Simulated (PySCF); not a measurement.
# NiS2: relaxation and vibrations of the quintet

Where does quintet NiS2 go from a side-on start, is the end point a minimum, and what are its modes, charges and moments?

The runs use PySCF 2.14.0; PBE0, basis Ni def2-SVP, S def2-SVP, no relativity, density fitting.

### Step 1. Starting geometry

3 atoms, charge 0, spin multiplicity 5.

Bond lengths: Ni1–S2 2.173 Å, Ni1–S3 2.173 Å, S2–S3 2.000 Å. Angles: S2–Ni1–S3 54.8°, Ni1–S2–S3 62.6°, Ni1–S3–S2 62.6°.

Z-matrix (Å, degrees; charge 0 multiplicity 5):
```
Ni
S  1 2.1726
S  2 2.0000 1 62.59
```

### Step 2. Relaxing the quintet from the side-on start

One driver script runs all steps and calls PySCF; scf.py shows how it sets up the SCF of each step. The optimiser is the driver's own. Before each start the driver seeks the lowest SCF state from one or more starting densities and follows internal instabilities, so scf.py alone need not reach the same state.

The program finds C2v symmetry in the start, which this walk keeps. Threshold on the gradient: 0.0003 Eh/bohr, with a further test on the energy change.

Contents of scf.py:

```python
from pyscf import gto, scf, dft
mol = gto.M(atom='''
Ni     0.000000     0.000000    -1.011935
S      1.000000    -0.000000     0.916844
S     -1.000000     0.000000     0.916844''',
    basis={'Ni': 'def2-SVP', 'S': 'def2-SVP'},
    charge=0, spin=4)
mf = dft.UKS(mol, xc='PBE0')
mf.grids.atom_grid = (50, 194)
aux = {'Ni': 'def2-universal-JKFIT', 'S': 'def2-universal-JKFIT'}
mf = mf.density_fit(auxbasis=aux)
mf.kernel()
```

The runs that follow: Vibrations and properties at this point.

Q: Predict the outcome of this session. Wanted: minimum; geometry; wavenumbers; dipole moment; highest occupied, lowest empty level; polar-tensor charge of Ni1; zero-point energy; atomisation energy; ⟨S²⟩.

The runs gave:

```
                                          quantity                                                            value
                                           minimum                                                     quintet, C2v
                                          geometry  Ni–S 2.359 Å (×2), S–S 2.001 Å; Ni–S–S 64.9° (×2), S–Ni–S 50.2°
                                wavenumbers (cm⁻¹)                                     223 (b2), 285 (a1), 615 (a1)
                                     dipole moment                                                           0.98 D
highest occupied, lowest empty level (either spin)                                                  -5.14, -3.75 eV
                        polar-tensor charge of Ni1                                                          +0.40 e
                                 zero-point energy                                                       6.7 kJ/mol
                               entropy at 298.15 K                                                  300.9 J/(mol K)
         atomisation energy (no zero-point energy)                                                       565 kJ/mol
                                              ⟨S²⟩                                                            6.011
```

The molecule stays C2v, as typed, and the end point is a minimum. In the infrared the band at 285 cm⁻¹ (a1) leads. Most of the spin sits on Ni1 (Mulliken spin 2.66, against 4 for the whole molecule). Other starts or spin states, not run here, may lie lower. One determinant may miss the lowest occupation of an open d or f shell.
